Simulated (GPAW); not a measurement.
# SnSe2 (P-3m1) in GPAW: notebook, part 2 of 2

GPAW 26.7.0. The steps go on from the part before.

### Step 3. Optical spectrum by the Bethe-Salpeter equation, PBE

run.py reads:

```python
import numpy as np
from ase import Atoms
from ase.dft.bandgap import bandgap
from ase.io import write
from gpaw import GPAW, PW
from gpaw.response.bse import BSE

atoms = Atoms(['Sn', 'Se', 'Se'],
              cell=[[3.811, 0.0, 0.0],
                    [-1.9055, 3.3004228138, 0.0],
                    [0.0, 0.0, 6.136]],
              scaled_positions=[[0.0, 0.0, 0.0],
                                [0.6666666667, 0.3333333333, 0.751],
                                [0.3333333333, 0.6666666667, 0.249]],
              pbc=True)

calc = GPAW(mode=PW(450),
            xc='PBE',
            kpts={'size': (7, 7, 4), 'gamma': True},
            occupations={'name': 'fermi-dirac', 'width': 0.001},
            nbands=24,
            convergence={'density': 1e-06},
            maxiter=150,
            txt='gpaw.txt')
atoms.calc = calc
energy = atoms.get_potential_energy()
calc.write('gs.gpw')
write('result.traj', atoms)
print(f'Energy: {energy:.6f} eV')
print('Fermi level:', round(calc.get_fermi_level(), 4), 'eV')
print(f'Gap: {bandgap(calc)[0]:.4f} eV, direct: {bandgap(calc, direct=True)[0]:.4f} eV')

dense = calc.fixed_density(kpts={'size': (4, 4, 3), 'gamma': True},
                           nbands=79, convergence={'bands': 73, 'eigenstates': 1e-7},
                           update_fermi_level=True, txt='dense.txt')
dense.write('dense.gpw', mode='all')
gap = bandgap(dense, direct=True)[0]
print(f'Direct gap on the dense mesh: {gap:.4f} eV')

bse = BSE('dense.gpw',
          ecut=40,
          valence_bands=range(10, 13),
          conduction_bands=range(13, 16),
          nbands=73,
          mode='BSE',
          integrate_gamma='sphere',
          direction=0,
          txt='bse.txt',
          eshift=0.76)
bse.get_dielectric_function(w_w=np.linspace(0, 11, 221), eta=0.1, filename='bse.csv', write_eig='eig.dat')
_, energies, weights = np.loadtxt('eig.dat', unpack=True)
bright = energies[weights > 1e-3 * weights.max()]
print(f'Lowest exciton {energies.min():.4f} eV, lowest bright one {bright.min():.4f} eV')
```

Potentials or basis: GPAW PAW data sets (gpaw-data 1.2.1), pw.

Launch:

```sh
$ OMP_NUM_THREADS=1 python run.py
```

gpaw.txt:

```text
__  _  _
 | _ |_)|_||  |
 |__||  | ||/\| - 26.7.0

Input parameters:
  mode=PW(ecut=450.00000000000006),
  convergence={'density': 1e-06},
  kpts=MonkhorstPack(size=(7, 7, 4), gamma=True),
  maxiter=150,
  nbands=24,
  occupations=Occupations(name='fermi-dirac', width=0.001),
  xc=XC(name='PBE')

Diagonalizing LCAO Hamiltonian
Converting LCAO to pw mode

             Se

         Se

       Sn

Atoms  # Å, Bohr magnetons
|   | symbol |         x |        y |        z |    initial magnetic moments |
|---|--------|-----------|----------|----------|-----------------------------|
| 0 |     Sn |  0.000000 | 0.000000 | 0.000000 | ( 0.0000,  0.0000,  0.0000) |
| 1 |     Se |  1.905500 | 1.100141 | 4.608136 | ( 0.0000,  0.0000,  0.0000) |
| 2 |     Se | -0.000000 | 2.200282 | 1.527864 | ( 0.0000,  0.0000,  0.0000) |

Unit cell  # Å
| periodic |         x |        y |        z |  lengths |     angles |
|----------|-----------|----------|----------|----------|------------|
|      yes |  3.811000 | 0.000000 | 0.000000 | 3.811000 |  90.000000 |
|      yes | -1.905500 | 3.300423 | 0.000000 | 3.811000 |  90.000000 |
|      yes |  0.000000 | 0.000000 | 6.136000 | 6.136000 | 120.000000 |

Number of symmetries: 12
Symmetry operations  # r_c * U_cc + t_c -> r_c
|    | kind |            matrix            |
|----|------|------------------------------|
|  0 |  σ   |  1, 1, 0,  0,-1, 0,  0, 0, 1 |
[... 119 lines left out ...]
  Old densities: 10
  SVD Regularization: 0.005
  Good broyden scale: 1.0
  Trust region scale: 1.0
  Backstep threshold: 4.0
  History deletion threshold: 6.0
  Fourier metric: weight=20.0, sigma=0.015

occupation numbers:
  Fermi-Dirac:
    width: 0.0010  # eV

poisson solver:
  ecut: 3600.0000000000005  # eV

xc functional:
  name: PBE with 2 nearest neighbor stencil

convergence criteria:
- Maximum integral of absolute [dens]ity change: 1e-06 electrons / valence electron
- Maximum [total energy] change in last 3 cyles: 0.0005 eV / valence electron
- Maximum integral of absolute [eigenst]ate change: 4e-08 eV^2 / valence electron
maximum number of iterations: 150

SCF iterations
|iter     | |      energy | eigst |  dens |
|---------|-|-------------|-------|-------|
|iter:   1| |  -12.149019 | -0.03 |       |
|iter:   2| |  -12.097055 | -2.25 | -1.22 |
|iter:   3| |  -11.919912 | -2.04 | -1.26 |
|iter:   4| |  -11.914834 | -2.81 | -1.77 |
|iter:   5| |  -11.914815c| -4.22 | -2.35 |
|iter:   6| |  -11.914791c| -4.63 | -2.62 |
|iter:   7| |  -11.914809c| -5.94 | -3.40 |
|iter:   8| |  -11.914811c| -6.92 | -3.96 |
|iter:   9| |  -11.914811c| -7.51c| -4.78 |
|iter:  10| |  -11.914811c| -8.10c| -5.53 |
|iter:  11| |  -11.914811c| -8.58c| -6.04c|

Converged in 11 steps
Energy contributions relative to reference atoms: (reference = -300217.757568)

Energy contributions:
  Kinetic:          31.015828
  Coulomb:         -27.790723
  Zero:             -0.135053
  External:          0.000000
  Xc:              -15.004863
  Entropy:          -0.000000
  Spinorbit:         0.000000
  ----------------------------
  Free energy:     -11.914811
  Extrapolated:    -11.914811

dipole moment: (-6.350459, -10.999317, -20.449443)  # |e|*Ang

Fermi level: 5.607
Eigenvalues  # (at kpt = [0.000, 0.000, 0.000])
| band index |      eig [eV] | occ [0-2] |
|------------|---------------|-----------|
|          0 |       -16.123 |     2.000 |
|        ... |               |           |
|          5 |        -8.851 |     2.000 |
|          6 |        -7.074 |     2.000 |
|          7 |        -0.907 |     2.000 |
|          8 |         4.433 |     2.000 |
|          9 |         4.433 |     2.000 |
|         10 |         4.744 |     2.000 |
[... 8 lines left out ...]
|         19 |        14.091 |     0.000 |
|         20 |        14.781 |     0.000 |
|        ... |               |           |
|         23 |        15.932 |     0.000 |

Gap: 0.817 eV
Transition (v -> c):
  (s=0, k=0, n=12, [0.00, 0.00, 0.00]) -> (s=0, k=18, n=13, [0.43, 0.00, -0.25])
Direct/indirect transitions are different
Direct gap: 1.105 eV
Transition at: (s=0, k=0, n=12, [0.00, 0.00, 0.00])
# Writing to gs.gpw (mode='')
```

chi0.txt:

```text
FrequencyDescriptor(from 0.000 to 0.000 eV, 1 points)
FrequencyDescriptor(from 0.000 to 0.000 eV, 1 points)

Calculating chi0 body with:
    Ground state adapter containing:
    Number of spins: 1
    Number of kpoints: 48
    Number of irreducible kpoints: 9
    Number of completely occupied states: 13
    Number of partially occupied states: 13
[... 11 lines left out ...]
Symmetries of q_c:
    Direct symmetries (Uq -> q): 12
    Indirect symmetries (TUq -> q): 0
[... 32 lines left out ...]
    Number of kpoints: 48
    Number of irreducible kpoints: 9
    Number of completely occupied states: 13
    Number of partially occupied states: 13
[... 16 lines left out ...]
Integral kind: response function

Finished calculating chi0

[... 6 further blocks of this kind ...]
Calculating chi0 body with:
    Ground state adapter containing:
    Number of spins: 1
    Number of kpoints: 48
    Number of irreducible kpoints: 9
    Number of completely occupied states: 13
    Number of partially occupied states: 13
[... 16 lines left out ...]
Integral kind: response function

Finished calculating chi0
```

It took 2.2 min on 1 thread of Arm Neoverse V1, shared host; peak memory 0.33 GiB.

What came out:

```
Free energy                              : -11.9148 eV
Band gap on the k mesh, mean-field level : 0.82 eV, indirect (least direct gap 1.11 eV)
Exciton binding energy                   : 0.13 eV
```

Lowest exciton energies (eV): 1.73, 1.83, 1.85, 1.85, 2.04, 2.04, 2.05, 2.05

Caveat: the k mesh is coarse (spacing up to 0.48 Å⁻¹), so the values aren't converged; the band lists can cut through equal levels, which moves peak heights; on so coarse a mesh excitons come out too strongly bound; on this mesh the treatment of q = 0 moves the result by about a tenth of an eV; the long-wavelength limit can be off by a per cent or two; the static dielectric constant lacks the antiresonant part and is too small; spectra need much finer meshes, so this one isn't converged; spin-orbit coupling is left out, which moves the levels of the heavy elements; an odd mesh through Γ misses points on the zone boundary, where band edges often lie.

### Step 4. Dielectric tensor, PBE

run.py reads:

```python
import numpy as np
from ase import Atoms
from ase.dft.bandgap import bandgap
from ase.io import write
from gpaw import GPAW, PW
from gpaw.response.df import DielectricFunction

atoms = Atoms(['Sn', 'Se', 'Se'],
              cell=[[3.811, 0.0, 0.0],
                    [-1.9055, 3.3004228138, 0.0],
                    [0.0, 0.0, 6.136]],
              scaled_positions=[[0.0, 0.0, 0.0],
                                [0.6666666667, 0.3333333333, 0.751],
                                [0.3333333333, 0.6666666667, 0.249]],
              pbc=True)

calc = GPAW(mode=PW(450),
            xc='PBE',
            kpts={'size': (7, 7, 4), 'gamma': True},
            occupations={'name': 'fermi-dirac', 'width': 0.001},
            nbands=24,
            convergence={'density': 1e-06},
            maxiter=150,
            txt='gpaw.txt')
atoms.calc = calc
energy = atoms.get_potential_energy()
calc.write('gs.gpw')
write('result.traj', atoms)
print(f'Energy: {energy:.6f} eV')
print('Fermi level:', round(calc.get_fermi_level(), 4), 'eV')
print(f'Gap: {bandgap(calc)[0]:.4f} eV, direct: {bandgap(calc, direct=True)[0]:.4f} eV')

for size in [(14, 14, 8), (20, 20, 11)]:
    name = 'x'.join(str(n) for n in size)
    dense = calc.fixed_density(kpts={'size': size, 'gamma': True},
                               nbands=49, convergence={'bands': 43, 'eigenstates': 1e-7},
                               update_fermi_level=True, txt=f'dense-{name}.txt')
    dense.write(f'{name}.gpw', mode='all')
    df = DielectricFunction(f'{name}.gpw', frequencies=np.array([0.0]), hilbert=False, eta=0.001,
                            ecut=80, nbands=43, intraband=False, txt=f'df-{name}.txt')
    for xc in ['RPA', 'ALDA', 'ALDA_X']:
        for direction in ['x', 'y', 'z', [0, 1, 1], [1, 0, 1], [1, 1, 0]]:
            e0, e = df.get_macroscopic_dielectric_constant(xc=xc, direction=direction)
            print(f'{name} {xc} {direction}: {e0:.4f} without, {e:.4f} with local fields')
```

Potentials or basis: GPAW PAW data sets (gpaw-data 1.2.1), pw.

Launch:

```sh
$ OMP_NUM_THREADS=1 python run.py
```

gpaw.txt:

```text
__  _  _
 | _ |_)|_||  |
 |__||  | ||/\| - 26.7.0

Input parameters:
  mode=PW(ecut=450.00000000000006),
  convergence={'density': 1e-06},
  kpts=MonkhorstPack(size=(7, 7, 4), gamma=True),
  maxiter=150,
  nbands=24,
  occupations=Occupations(name='fermi-dirac', width=0.001),
  xc=XC(name='PBE')

Diagonalizing LCAO Hamiltonian
Converting LCAO to pw mode

             Se

         Se

       Sn

Atoms  # Å, Bohr magnetons
|   | symbol |         x |        y |        z |    initial magnetic moments |
|---|--------|-----------|----------|----------|-----------------------------|
| 0 |     Sn |  0.000000 | 0.000000 | 0.000000 | ( 0.0000,  0.0000,  0.0000) |
| 1 |     Se |  1.905500 | 1.100141 | 4.608136 | ( 0.0000,  0.0000,  0.0000) |
[... 160 lines left out ...]
|iter:   1| |  -12.149019 | -0.03 |       |
|iter:   2| |  -12.097055 | -2.25 | -1.22 |
|iter:   3| |  -11.919912 | -2.04 | -1.26 |
|iter:   4| |  -11.914834 | -2.81 | -1.77 |
|iter:   5| |  -11.914815c| -4.22 | -2.35 |
|iter:   6| |  -11.914791c| -4.63 | -2.62 |
|iter:   7| |  -11.914809c| -5.94 | -3.40 |
|iter:   8| |  -11.914811c| -6.92 | -3.96 |
|iter:   9| |  -11.914811c| -7.51c| -4.78 |
|iter:  10| |  -11.914811c| -8.10c| -5.53 |
|iter:  11| |  -11.914811c| -8.58c| -6.04c|

Converged in 11 steps
Energy contributions relative to reference atoms: (reference = -300217.757568)

Energy contributions:
  Kinetic:          31.015828
  Coulomb:         -27.790723
  Zero:             -0.135053
  External:          0.000000
  Xc:              -15.004863
  Entropy:          -0.000000
  Spinorbit:         0.000000
  ----------------------------
  Free energy:     -11.914811
  Extrapolated:    -11.914811

dipole moment: (-6.350459, -10.999317, -20.449443)  # |e|*Ang

Fermi level: 5.607
Eigenvalues  # (at kpt = [0.000, 0.000, 0.000])
| band index |      eig [eV] | occ [0-2] |
|------------|---------------|-----------|
|          0 |       -16.123 |     2.000 |
|        ... |               |           |
|          5 |        -8.851 |     2.000 |
|          6 |        -7.074 |     2.000 |
|          7 |        -0.907 |     2.000 |
|          8 |         4.433 |     2.000 |
|          9 |         4.433 |     2.000 |
|         10 |         4.744 |     2.000 |
[... 8 lines left out ...]
|         19 |        14.091 |     0.000 |
|         20 |        14.781 |     0.000 |
|        ... |               |           |
|         23 |        15.932 |     0.000 |

Gap: 0.817 eV
Transition (v -> c):
  (s=0, k=0, n=12, [0.00, 0.00, 0.00]) -> (s=0, k=18, n=13, [0.43, 0.00, -0.25])
Direct/indirect transitions are different
Direct gap: 1.105 eV
Transition at: (s=0, k=0, n=12, [0.00, 0.00, 0.00])
# Writing to gs.gpw (mode='')
```

Run time: 21 min. Hardware: 1 thread of Arm Neoverse V1, shared host; peak memory 2.2 GiB.

Results:

- Free energy: -11.9148 eV
- Band gap on the k mesh: 0.82 eV, indirect (least direct gap 1.11 eV)
- Electronic dielectric tensor (diagonal): 10.26, 10.26, 8.12

Electronic dielectric tensor:
```
10.26  0.00  0.00
 0.00 10.26  0.00
 0.00  0.00  8.12
```

Caveat: the long-wavelength limit can be off by a per cent or two; spin-orbit coupling is left out, which moves the levels of the heavy elements; an odd mesh through Γ misses points on the zone boundary, where band edges often lie.
